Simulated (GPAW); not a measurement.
HPbNO4:

```xyz
7
Lattice="4.1992 0.1112 0.1682 1.9160 3.8913 0.1257 1.7609 1.2526 6.3727" Properties=species:S:1:pos:R:3 pbc="T T T"
H     6.1559    3.5396    4.2374
Pb    3.9410    4.7367    5.7714
N     2.1622    1.5295    2.0021
O     6.1170    3.6060    5.2180
O     2.2525    1.0554    0.8130
O     2.1821    0.7481    2.9790
O     2.0545    2.7723    2.1460
```

The cell was built by a generator and needn't be a form met in nature.

Base run:

| Item | Value |
| --- | --- |
| Program | GPAW 26.7.0 |
| Functional | PBE |
| Potentials or basis | GPAW PAW data sets (gpaw-data 1.2.1) |
| Cutoff | 800 eV |
| Basis | pw |
| k mesh | 5 × 5 × 3 |
| Occupations | fermi-dirac, width 0.05 eV |
| Spin | no spin polarisation |

Its results: band gap on the k mesh 2.86 eV, indirect (least direct gap 2.87 eV); pressure -0.3 GPa.

Task: After a change of settings the same cell gave: band gap on the k mesh 3.18 eV, direct; pressure -4.0 GPa. Which change was it?
A. k mesh from 5 × 5 × 3 to 7 × 7 × 5; spin from no spin polarisation to spin-orbit coupling, no magnetisation
B. k mesh from 5 × 5 × 3 to 4 × 4 × 3; dispersion from none to D4
C. functional from PBE to SCAN
D. k mesh from 5 × 5 × 3 to 7 × 7 × 5

Result: C.

SCAN gives the wider gap, since meta-GGAs in the generalised Kohn-Sham scheme recover part of the derivative discontinuity.

Caveats: spin-orbit coupling is left out, which as a rule narrows the gap of such compounds by several tenths of an eV; an odd mesh through Γ misses points on the zone boundary, where band edges often lie (some runs); the PAW data sets were made with another functional, which shifts forces and pressure a little (some runs).
